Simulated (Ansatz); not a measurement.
# Sr (Sr, beta-Sn type): the cost of one run

Program: Ansatz 0.2.0. Level of theory: DFT LDA (PW92), plane waves (420 eV) with PAW, scalar-relativistic; PAW files made under PBE, frozen cores solved again for the functional. These are calculated values, not measurements.

### Step 1. The system as given

It takes space group I4_1/amd (No. 141, tetragonal). Conventional cell: a = 7.567 Å, b = 7.567 Å, c = 4.131 Å, α = 90.00°, β = 90.00°, γ = 90.00°. Around Sr (site symmetry -4m2) lie 6 Sr at 3.92 to 4.13 Å.

As a file:

```
Sr
1.0
    -3.78333    3.78333    2.06570
     3.78333   -3.78333    2.06570
     3.78333    3.78333   -2.06570
Sr
2
Direct
  0.00000 0.00000 0.00000
  0.75000 0.25000 0.50000
```

### Step 2. Geometry optimisation

input.yaml reads:

```yaml
crystal:
  lattice:
    - [-3.7833343812, 3.7833343812, 2.0657005722]
    - [3.7833343812, -3.7833343812, 2.0657005722]
    - [3.7833343812, 3.7833343812, -2.0657005722]
  atoms:
    - { symbol: Sr, position: [0.0, 0.0, 0.0] }
    - { symbol: Sr, position: [0.75, 0.25, 0.5] }
hamiltonian:
  xc: lda
  pseudopotentials:
    kind: paw
    azcp:
      Sr: "pseudopotentials/Sr.paw.azcp"
basis:
  ecutwfc: 420
  fft_grid_basis: typed
kpoints:
  mp_grid: { grid: [9, 9, 6], shift: [0, 0, 0] }
magnetization:
  spin_polarized: false
scf:
  occupations: { method: fermi_dirac, width: 0.1 }
relax:
  max_steps: 60
  f_tol: 0.01
  cell: {}
output:
  write_density: true
  write_potential: true
  elf: true
  volumetric_format: npy
```

What time and memory should one allow on 2 threads of Arm Neoverse V1, shared host?

About 34 s, with a peak of 0.5 GiB.
